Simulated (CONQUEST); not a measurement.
Set up this calculation in CONQUEST 1.3, as the native input.

```yaml
Task: single point
Functional: PBEsol
Potentials_or_basis: PseudoDojo NC PBEsol, DZP, grid cutoff 150 Ha
k_mesh: 8 × 5 × 3
Occupations: fermi-dirac, width 0.05 eV
Spin: no spin polarisation
Solver: diagonalisation
SCF_tolerance: 1e-06
```

Ti3S4:

```
CELL_PARAMETERS angstrom
3.44438 0.00000 0.00000
0.00000 5.96585 0.00000
0.00000 0.00000 11.81220
ATOMIC_POSITIONS crystal
Ti 0.00201 0.32742 0.12295
Ti 0.50201 0.82742 0.12295
Ti 0.49368 0.16943 0.88888
Ti 0.99369 0.66943 0.88888
Ti 0.00647 0.66978 0.61405
Ti 0.50647 0.16978 0.61405
S 0.49884 0.49512 0.99937
S 0.99884 0.99512 0.99937
S 0.01748 0.99120 0.50069
S 0.51748 0.49120 0.50069
S 0.00682 0.66489 0.23846
S 0.50682 0.16489 0.23846
S 0.48802 0.83197 0.74750
S 0.98802 0.33197 0.74750
```

The cell comes from a database or a generator and needn't be the stable form of this composition.

The cell isn't the ideal one: atoms moved at random, drawn with an rms of 0.05 Å.

The input as run:

Conquest_input

```
IO.Title Ti3S4
IO.Coordinates coords.dat
IO.FractionalAtomicCoords T
IO.Iprint 2
IO.Iprint_init 1
General.NumberOfSpecies 2
General.PseudopotentialType hamann
AtomMove.TypeOfRun static
AtomMove.FullStress T
Grid.GridCutoff 150
DM.SolutionMethod diagon
Diag.MPMesh T
Diag.GammaCentred T
Diag.MPMeshX 8
Diag.MPMeshY 5
Diag.MPMeshZ 3
Diag.kT 0.00183747
minE.SCTolerance 1e-6
SC.MaxIters 100
IO.AtomChargeOutput T
%block ChemicalSpeciesLabel
1 47.880 Ti
2 32.070 S
%endblock
```

coords.dat

```
    6.5089423562     0.0000000000     0.0000000000
    0.0000000000    11.2738188627     0.0000000000
    0.0000000000     0.0000000000    22.3218285985
14
  0.0020065000   0.3274225000   0.1229520000 1 T T T
  0.5020065000   0.8274225000   0.1229520000 1 T T T
  0.4936850000   0.1694260000   0.8888780000 1 T T T
  0.9936850000   0.6694260000   0.8888780000 1 T T T
  0.0064695000   0.6697775000   0.6140530000 1 T T T
  0.5064695000   0.1697775000   0.6140530000 1 T T T
  0.4988435000   0.4951215000   0.9993720000 2 T T T
  0.9988435000   0.9951215000   0.9993720000 2 T T T
  0.0174750000   0.9911960000   0.5006930000 2 T T T
  0.5174750000   0.4911960000   0.5006930000 2 T T T
  0.0068225000   0.6648935000   0.2384590000 2 T T T
  0.5068225000   0.1648935000   0.2384590000 2 T T T
  0.4880230000   0.8319720000   0.7474980000 2 T T T
  0.9880230000   0.3319720000   0.7474980000 2 T T T
```

Potentials or basis: PseudoDojo NC PBEsol, DZP, grid cutoff 150 Ha.

The run is started by

```console
$ OMP_NUM_THREADS=1 Conquest
```

Results of the run:

```yaml
Pressure: -2.7 GPa
Largest_force: 0.619 eV/Å
Band_gap_on_the_k_mesh: none (metal or under the smearing width)
Mulliken_charges: Ti +0.75, +0.82, +0.69; S -0.98, -0.37, -0.32, -0.58 e
```

Caveat: Mulliken charges move with the basis; the box holds several primitive cells, so bands are folded and the points are those of the box's own zone; the basis of atomic orbitals isn't converged, which shifts pressures, moduli and gaps.

Wall time 16 min on 1 thread of Intel(R) Xeon(R) Platinum 8259CL CPU @ 2.50GHz (Skylake/Cascade Lake), on a shared host, peak memory 2.8 GiB.
